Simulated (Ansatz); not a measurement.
# MoF: from a guess to a relaxed structure, part 2 of 2

Aim: relax a trial structure of MoF and see where it ends.

Ansatz 0.2.0; DFT PBE, scalar-relativistic, plane waves, PAW. The steps go on from the part before.

## (4) Changing settings: xc revpbe, occupations.width 0.005, ecutwfc left out

Contents of input.yaml:

```yaml
crystal:
  lattice:
    - [0.0, 2.406522275, 2.406522275]
    - [2.406522275, 0.0, 2.406522275]
    - [2.406522275, 2.406522275, 0.0]
  atoms:
    - { symbol: Mo, position: [0.0, 0.0, 0.0], spin: 2.47 }
    - { symbol: F, position: [0.5, 0.5, 0.5], spin: 0.18 }
kpoints:
  mp_grid: { grid: [20, 20, 20] }
hamiltonian:
  xc: revpbe
scf:
  occupations: { method: gaussian, width: 0.005 }
output:
  forces: true
  eigenvalues: true
  stress: true
magnetization:
  spin_polarized: true
```

On the command line:

```bash
ansatz run input.yaml --threads 1 --pin off --max-ram 2560MiB --backend cpu --events-out ev --progress --plain --runs-dir out
```

What it wrote:

```text
Warning: RAYON_NUM_THREADS=1 ignored (pool sized by the plan → 1); use --threads N
Engine: ansatz 0.2.0, x86_64-unknown-linux-gnu
Pseudopotentials: kind: paw
Pseudopotential: Mo, paw, valence charge 14, recommended cutoff 420 eV (normal), Mo.paw.azcp
Pseudopotential: F, paw, valence charge 7, recommended cutoff 420 eV (normal), F.paw.azcp
Functional definition: revPBE
  parameter kappa = 1.245
  parameter beta = 0.06672455060314922
  exchange = pbe_x(kappa = kappa, mu = beta*pi^2/3)
  correlation = pbe_c(beta = beta)
Crystal: 2 atoms, lattice volume = 27.874 Å³
Basis set: ecut = 420 eV, 537 PW (Γ), exchange–correlation on 48×48×48 points (8 copies of the dense FFT grid, shifted against one another)
Bands: 16, of which v1, the nominal top of the filled ones, is band 11 counted from 1 (10 counted from 0)
Symmetry: 48 space group operations
Space group: Fm-3m (ITA 225), of the structure as read, at distance tolerance 3.0e-5 Å
Magnetic group: BNS 225.116 (UNI 1618), of the structure as read, at distance tolerance 3.0e-5 Å
k-points: 256 of 8000
Non-local potential: Mo, projectors of the file, l = 0: 3, l = 1: 2, l = 2: 2, l = 3: 1
Non-local potential: F, projectors of the file, l = 0: 2, l = 1: 2, l = 2: 1
PAW form: soft (Blöchl's): semilocal exchange-correlation on the pseudo side does not see the compensation charge
PAW frozen core: Mo, regenerated for the run's functional, and the local potential with it (the file was generated under x = pbe(κ = 0.804, μ = 0.2195149727645171), c = pbe(β = 0.06672455060314922))
PAW frozen core: F, regenerated for the run's functional, and the local potential with it (the file was generated under x = pbe(κ = 0.804, μ = 0.2195149727645171), c = pbe(β = 0.06672455060314922))
PAW one-centre angular grid: Mo, 590 points (default); XC on 64 Gauss nodes
PAW one-centre angular grid: F, 110 points (default); XC on 64 Gauss nodes
Initial density: superposition of atomic densities (chi_scale 0.1, normalization cell, long waves kept (reshape's long-wave potential 0.00 eV rms))
Starting moments: Σ|m| = 2.65 μB on 2 of 2 sites
Initial wavefunctions: pseudopotential atomic-orbital guess
Functional: x = revpbe(κ = 1.245, μ = 0.2195149727645171), c = pbe(β = 0.06672455060314922)
SCF iter   1: F=—  HF=-5769.231735 eV  |F-HF|=—  |Δ(HF+E_count)|=         —  Δρ=1.14e-1 (↑1.14e-1 ↓8.88e-2)  dr2=9.17e0  dr2_m=2.43e-1  M=3.152 μB ∫|m|=3.152 μB  β_m=0.30  ethr=3.10e-3  ⟨swp⟩=6.0  Hψ=41394  notcnv=0
Mixer restart at iter 1: flushing history
preconditioner: auto → none  [metal: Δε(μ)=0.002 eV  Ē_g=11.600 eV  σ=0.005 eV  W_gap=0.27  n_scr=8 (ndim 8)  ℏωp=25.4 eV  f_vac=0.000  D(μ)=2.00/eV (n_scr^D=14)  sad-step TF]
SCF iter   2: F=—  HF=-5767.065818 eV  |F-HF|=—  |Δ(HF+E_count)|=    2.17e0  Δρ=5.51e-2 (↑5.51e-2 ↓3.78e-2)  dr2=2.42e0  dr2_m=7.01e-2  M=3.059 μB ∫|m|=3.059 μB  β_m=0.43  ethr=3.10e-3  ⟨swp⟩=2.0  Hψ=17879  notcnv=0  defer=559
SCF iter   3: F=—  HF=-5766.333299 eV  |F-HF|=—  |Δ(HF+E_count)|=   7.33e-1  Δρ=2.16e-2 (↑2.16e-2 ↓2.04e-2)  dr2=1.65e-1  dr2_m=2.39e-2  M=2.659 μB ∫|m|=2.659 μB  β_m=0.56  ethr=3.10e-3  ⟨swp⟩=2.2  Hψ=17634  notcnv=0  defer=551
SCF iter   4: F=—  HF=-5766.745348 eV  |F-HF|=—  |Δ(HF+E_count)|=   4.12e-1  Δρ=1.01e-2 (↑9.17e-3 ↓1.01e-2)  dr2=5.84e-2  dr2_m=1.90e-3  M=2.608 μB ∫|m|=2.608 μB  β_m=0.57  ethr=7.84e-4  ⟨swp⟩=3.0  Hψ=18560  notcnv=0  defer=589
SCF iter   5: F=—  HF=-5766.875658 eV  |F-HF|=—  |Δ(HF+E_count)|=   1.30e-1  Δρ=3.72e-3 (↑3.72e-3 ↓3.59e-3)  dr2=1.28e-2  dr2_m=7.70e-4  M=2.561 μB ∫|m|=2.561 μB  β_m=0.79  ethr=2.78e-4  ⟨swp⟩=2.0  Hψ=14164  notcnv=0  defer=592
SCF iter   6: F=—  HF=-5766.907845 eV  |F-HF|=—  |Δ(HF+E_count)|=   3.22e-2  Δρ=1.59e-3 (↑1.23e-3 ↓1.59e-3)  dr2=1.44e-3  dr2_m=6.08e-5  M=2.560 μB ∫|m|=2.560 μB  β_m=0.82  ethr=6.12e-5  ⟨swp⟩=2.4  Hψ=15311  notcnv=0  defer=588
SCF iter   7: F=—  HF=-5766.908968 eV  |F-HF|=—  |Δ(HF+E_count)|=   1.12e-3  Δρ=3.23e-4 (↑3.23e-4 ↓1.62e-4)  dr2=5.56e-5  dr2_m=2.27e-6  M=2.555 μB ∫|m|=2.556 μB  β_m=0.91  ethr=6.87e-6  ⟨swp⟩=2.3  Hψ=15438  notcnv=0  defer=589
SCF iter   8: F=—  HF=-5766.909020 eV  |F-HF|=—  |Δ(HF+E_count)|=   5.22e-5  Δρ=6.81e-5 (↑6.81e-5 ↓5.38e-5)  dr2=3.86e-6  dr2_m=1.39e-7  M=2.553 μB ∫|m|=2.554 μB  β_m=0.95  ethr=2.65e-7  ⟨swp⟩=2.0  Hψ=13378  notcnv=0  defer=584
SCF iter   9: F=—  HF=-5766.909023 eV  |F-HF|=—  |Δ(HF+E_count)|=   2.62e-6  Δρ=2.30e-5 (↑2.30e-5 ↓1.81e-5)  dr2=1.28e-8  dr2_m=1.06e-7  M=2.553 μB ∫|m|=2.553 μB  β_m=0.98  ethr=1.84e-8  ⟨swp⟩=2.0  Hψ=11381  notcnv=0  defer=584
SCF iter  10: F=—  HF=-5766.909023 eV  |F-HF|=—  |Δ(HF+E_count)|=   4.81e-8  Δρ=9.35e-6 (↑9.35e-6 ↓5.83e-6)  dr2=1.26e-8  dr2_m=1.31e-8  M=2.552 μB ∫|m|=2.552 μB  β_m=0.98  ethr=6.11e-11  ⟨swp⟩=2.0  Hψ=13620  notcnv=0  defer=584
SCF iter  11: F=-5766.909023 eV  HF=-5766.909023 eV  |F-HF|=9.50e-10  |Δ(HF+E_count)|=   3.79e-9  Δρ=1.68e-6 (↑1.68e-6 ↓1.20e-6)  dr2=1.23e-9  dr2_m=2.52e-10  M=2.552 μB ∫|m|=2.552 μB  ethr=6.01e-11  ⟨swp⟩=5.4  Hψ=31551  notcnv=0
SCF 1 converged in 11 iterations: F = -5766.909023 eV  dr2 = 1.23e-9
SCF converged after 11 iterations
Magnetization: 2.5521 μB (11.7760 up, 9.2240 down)
Absolute magnetization: 2.5524 μB (∫|ρ↑−ρ↓|, with the PAW one-centre terms)
Spin contamination: 0.0069 ħ² per cell (⟨S²⟩ above its minimum at these occupations)
Per-site moments (μB) at R_I (Å): [(1.6973625435617246, 0.9926904384375), (0.11838652306760669, 0.9926904384375)]
Free energy (F): -5766.909023 eV
Harris-Foulkes:  -5766.909023 eV  (|F-HF|=9.50e-10)
Internal energy: -5766.908990 eV  (E = F + TS)
E sigma→0 (E₀):  -5766.909006 eV
Entropy (-TS):   -0.000033 eV (-0.017 meV/atom)
Fermi energy:    14.399818 eV
--- Per-component energies (eV) ---
  E_band       = -138.562842
  E_kinetic    = 647.219827
  E_local      = -1460.387456  (includes V_loc(G=0)·N_el)
  E_nonlocal   = 219.508590
  E_hartree    = 496.528728
  E_xc         = -261.007030
  E_vxc        = -327.634121  (∫ρ·V_xc dr)
  E_paw        = -3408.857352  (= ΣΔE_a)
  E_vpaw       = -210.328973  (= ΣTr[D̂ρ^β])
  E_aug_tail   = 0.002082  (compensation charges beyond the density's cutoff)
  E_ewald      = -1999.834132
  E_core_change = -0.082248  (= ΣΔE_core)
  E_smearing   = -0.000033  (= −TS)
  E_closure    = -0.000000  (closes the sum)
  Σ components = -5766.909023   (vs F -5766.909023, Δ=0.00e0)
--- Forces (eV/Å), atoms counted from 1 ---
  atom   1  Mo    -0.00000000     0.00000000    -0.00000000
  atom   2  F      0.00000000     0.00000000     0.00000000
  max |Σ_I F_I| component: 2.62e-29 eV/Å
--- Stress (GPa, compression-positive) ---
        3.648071       0.000000       0.000000
        0.000000       3.648071       0.000000
        0.000000       0.000000       3.648071
  P = ⅓ Tr σ = 3.6481 GPa (36.481 kbar)
--- Band table (eV; the first three rows and the last of 512) ---
  k-point 0 ↑: bands = ["-47.5967", "-21.6682", "-21.6682", "-21.6682", "-11.9727", "7.0586", "7.0586", "7.0586", "11.2217", "12.3452", "12.3452", "12.3452", "13.4382", "13.4382", "24.3404", "32.5710"]
  k-point 1 ↑: bands = ["-47.5962", "-21.6748", "-21.6689", "-21.6689", "-11.9647", "6.9832", "7.0282", "7.0282", "11.3372", "12.3468", "12.3783", "12.3783", "13.4881", "13.4881", "24.4196", "31.8996"]
  k-point 2 ↑: bands = ["-47.5946", "-21.6940", "-21.6708", "-21.6708", "-11.9417", "6.7803", "6.9420", "6.9420", "11.6607", "12.3550", "12.4750", "12.4750", "13.6319", "13.6319", "24.6241", "30.7289"]
  k-point 255 ↓: bands = ["-46.1578", "-20.2418", "-20.2418", "-20.1980", "-11.6017", "6.3580", "6.5124", "6.5124", "14.0378", "14.0378", "15.2169", "16.6523", "16.9045", "21.4969", "22.4675", "22.4675"]
```

It took 38 s on 1 thread of Intel Xeon at 2.50GHz (Skylake/Cascade Lake), shared host; peak memory 0.49 GiB.

```tsv
run	ending	energy change	pressure (GPa)	gap (eV)	abs. moment (μB)	force (eV/Å)	cycles	time
step 3	converged	-	0.0	0.00	2.42	0.00	-	4.1 min
variant	converged	not comparable	3.6	0.00	2.55	0.00	11	38 s
```

A change of functional puts the total energy on another scale; the pressure goes from 0.0 to 3.6 GPa and the absolute moment goes from 2.42 to 2.55 μB. The smearing changed too.

## (5) Relaxation repeated from the relaxed cell

Contents of input.yaml:

```yaml
crystal:
  lattice:
    - [0.0, 2.406522275, 2.406522275]
    - [2.406522275, 0.0, 2.406522275]
    - [2.406522275, 2.406522275, 0.0]
  atoms:
    - { symbol: Mo, position: [0.0, 0.0, 0.0], spin: 1.78 }
    - { symbol: F, position: [0.5, 0.5, 0.5], spin: 0.13 }
basis:
  ecutwfc: 420
kpoints:
  mp_grid: { grid: [20, 20, 20] }
hamiltonian:
  xc: pbe
scf:
  occupations: { method: gaussian, width: 0.1 }
output:
  forces: true
  stress: true
  eigenvalues: true
  populations: true
magnetization:
  spin_polarized: true
relax:
  adjacent_minimum: "off"
  f_tol: 0.01
  max_steps: 80
  cell: { stress_tol: 0.05 }
```

On the command line:

```bash
ansatz run input.yaml --threads 1 --pin off --max-ram 2560MiB --backend cpu --events-out ev --progress --plain --runs-dir out
```

What it wrote (excerpt; [...] marks lines left out):

```text
Warning: RAYON_NUM_THREADS=1 ignored (pool sized by the plan → 1); use --threads N
[...]
Pseudopotentials: kind: paw
Pseudopotential: Mo, paw, valence charge 14, recommended cutoff 420 eV (normal), Mo.paw.azcp
Pseudopotential: F, paw, valence charge 7, recommended cutoff 420 eV (normal), F.paw.azcp
Functional definition: PBE
[...]
Crystal: 2 atoms, lattice volume = 27.874 Å³
Basis set: ecut = 420 eV, 537 PW (Γ), exchange–correlation on 48×48×48 points (8 copies of the dense FFT grid, shifted against one another)
Bands: 16, of which v1, the nominal top of the filled ones, is band 11 counted from 1 (10 counted from 0)
Symmetry: 48 space group operations
Space group: Fm-3m (ITA 225), of the structure as read, at distance tolerance 3.0e-5 Å
Magnetic group: BNS 225.116 (UNI 1618), of the structure as read, at distance tolerance 3.0e-5 Å
k-points: 256 of 8000
[...]
Starting moments: Σ|m| = 1.91 μB on 2 of 2 sites
[...]
       -0.009281       0.000000       0.000000
        0.000000      -0.009281      -0.000000
        0.000000       0.000000      -0.009281
  P = ⅓ Tr σ = -0.0093 GPa (-0.093 kbar)
--- Band table (eV; the first three rows and the last of 512) ---
  k-point 0 ↑: bands = ["-47.6858", "-21.7419", "-21.7419", "-21.7419", "-11.9873", "6.9533", "6.9533", "6.9533", "11.1577", "12.2969", "12.2969", "12.2969", "13.3627", "13.3627", "24.3124", "32.4954"]
[...]
--- Relaxed structure (1 steps of the walk, 1 accepted, 1 SCFs on fresh bases) ---
  F+E_penalty+E_count = -5760.45786327 eV   max|allowed force component| = 1.201e-29 eV/Å   (the final SCF, on the basis selected at the relaxed cell)
  cell:  # Å, volume = 27.8740 Å³
    - [0.0, 2.406522275, 2.406522275]
    - [2.406522275, 0.0, 2.406522275]
    - [2.406522275, 2.406522275, 0.0]
  atoms:
    - { symbol: Mo, position: [0.0, 0.0, 0.0] }
    - { symbol: F, position: [0.5, 0.5, 0.5] }
--- Löwdin populations: 2 sites ---
  site symbol       q [e]    m [muB]
     0     Mo     13.4873     2.3076
     1      F      7.4473     0.0977
  spilling = 0.003113 (of n_electrons = 21.000000)
```

Wall time 73 s (1 thread of Intel Xeon at 2.50GHz (Skylake/Cascade Lake), shared host); peak memory 0.51 GiB.

The steps of the relaxation:

```csv
step,E - E(step 1) (eV/cell),largest force component (eV/Å),pressure (GPa),volume (Å³)
1,0.0000,0.0000,-0.01,27.87
2,0.0000,0.0000,-0.01,27.87
```

Step 1 is the start. Step 2 repeats the geometry before it on a plane-wave basis chosen anew for that cell, so its energy need not be comparable with the rows above.

Lengths and angles in the start's conventional setting:

|  | before | after | change |
| --- | --- | --- | --- |
| a (Å) | 4.813 | 4.813 | 0.0 % |
| b (Å) | 4.813 | 4.813 | 0.0 % |
| c (Å) | 4.813 | 4.813 | 0.0 % |
| volume (Å³/atom) | 13.94 | 13.94 | 0.0 % |
| shortest distance (Å) | 2.407 | 2.407 | 0.0 % |
| space group (0.01 Å) | Fm-3m | Fm-3m | same |

The run keeps the 48 symmetry operations of the start, so it could not have lowered the symmetry.

Site by site:

```tsv
atom	moment in the atom's sphere (μB)	Löwdin electrons
Mo1	1.61	13.49
F2	0.12	7.45
```

## (6) Variant: mp_grid.grid [7, 7, 7], xc r2scan, ecutwfc left out

Contents of input.yaml:

```yaml
crystal:
  lattice:
    - [0.0, 2.406522275, 2.406522275]
    - [2.406522275, 0.0, 2.406522275]
    - [2.406522275, 2.406522275, 0.0]
  atoms:
    - { symbol: Mo, position: [0.0, 0.0, 0.0], spin: 1.78 }
    - { symbol: F, position: [0.5, 0.5, 0.5], spin: 0.13 }
kpoints:
  mp_grid: { grid: [7, 7, 7] }
hamiltonian:
  xc: r2scan
scf:
  occupations: { method: gaussian, width: 0.1 }
output:
  forces: true
  eigenvalues: true
  stress: true
magnetization:
  spin_polarized: true
```

On the command line:

```bash
ansatz run input.yaml --threads 1 --pin off --max-ram 2560MiB --backend cpu --events-out ev --progress --plain --runs-dir out
```

What it wrote (excerpt; [...] marks lines left out):

```text
Warning: RAYON_NUM_THREADS=1 ignored (pool sized by the plan → 1); use --threads N
[...]
Pseudopotentials: kind: paw
Pseudopotential: Mo, paw, valence charge 14, recommended cutoff 500 eV (meta_gga), Mo.paw.azcp
Pseudopotential: F, paw, valence charge 7, recommended cutoff 500 eV (meta_gga), F.paw.azcp
Functional definition: r2SCAN
[...]
Crystal: 2 atoms, lattice volume = 27.874 Å³
Basis set: ecut = 500 eV, 725 PW (Γ), exchange–correlation on 100×100×100 points (64 copies of the dense FFT grid, shifted against one another)
Bands: 16, of which v1, the nominal top of the filled ones, is band 11 counted from 1 (10 counted from 0)
Symmetry: 48 space group operations
Space group: Fm-3m (ITA 225), of the structure as read, at distance tolerance 3.0e-5 Å
Magnetic group: BNS 225.116 (UNI 1618), of the structure as read, at distance tolerance 3.0e-5 Å
k-points: 20 of 343
[...]
Starting moments: Σ|m| = 1.91 μB on 2 of 2 sites
[...]
Absolute magnetization: 3.9152 μB (∫|ρ↑−ρ↓|, with the PAW one-centre terms)
Spin contamination: 0.0069 ħ² per cell (⟨S²⟩ above its minimum at these occupations)
Per-site moments (μB) at R_I (Å): [(2.543666570101781, 0.9926904384375), (0.2091734318622626, 0.9926904384375)]
Free energy (F): -5773.760481 eV
[...]
E sigma→0 (E₀):  -5773.756417 eV
Entropy (-TS):   -0.008127 eV (-4.063 meV/atom)
Fermi energy:    14.682452 eV
[...]
--- Forces (eV/Å), atoms counted from 1 ---
  atom   1  Mo    -0.00000000    -0.00000000    -0.00000000
  atom   2  F      0.00000000    -0.00000000    -0.00000000
[...]
--- Stress (GPa, compression-positive) ---
       10.459134       0.000000       0.000000
        0.000000      10.459134      -0.000000
       -0.000000      -0.000000      10.459134
  P = ⅓ Tr σ = 10.4591 GPa (104.591 kbar)
--- Band table (eV; the first three rows and the last of 40) ---
  k-point 0 ↑: bands = ["-49.4906", "-22.9879", "-22.9879", "-22.9879", "-13.7519", "6.3191", "6.3191", "6.3191", "10.9496", "11.8342", "11.8342", "11.8342", "13.2975", "13.2975", "24.2974", "33.2693"]
[...]
```

Run time: 13 s. Hardware: 1 thread of Intel Xeon at 2.50GHz (Skylake/Cascade Lake), shared host; peak memory 0.39 GiB.

```tsv
run	ending	energy change	pressure (GPa)	gap (eV)	abs. moment (μB)	force (eV/Å)	cycles	time
step 5	converged	-	0.0	0.00	2.42	0.00	-	73 s
variant	converged	not comparable	10.5	0.00	3.92	0.00	17	13 s
```

After a change of functional the difference of the totals has no physical meaning; the pressure goes from 0.0 to 10.5 GPa and the absolute moment goes from 2.42 to 3.92 μB. The k-point mesh and cutoff changed too.

## (7) Summary of results

This closing draws on all 2 parts. Changes of volume or cell count from the first structure of part 1.

```
                                                              quantity                                                                      value
                                symmetry at the end (tolerance 0.05 Å)                                                space group Fm-3m (No. 225)
                                                     conventional cell  a = 4.813 Å, b = 4.813 Å, c = 4.813 Å, α = 90.00°, β = 90.00°, γ = 90.00°
                                                                volume                                                              13.94 Å³/atom
energy over the elements (uncorrected; H, N, O, F and Cl as molecules)                                                              +0.58 eV/atom
                                                       gap on the mesh                                                               none (metal)
                                                          total moment                                                               2.42 μB/cell
```

In words: The space group Fm-3m (No. 225) is kept, and the volume per atom shrinks by 8.0 % from the first guess. With a positive formation energy it can't be a ground state. No finished test with a distortion of lower symmetry is shown, so the end may be a saddle point. Other magnetic orders were not searched.
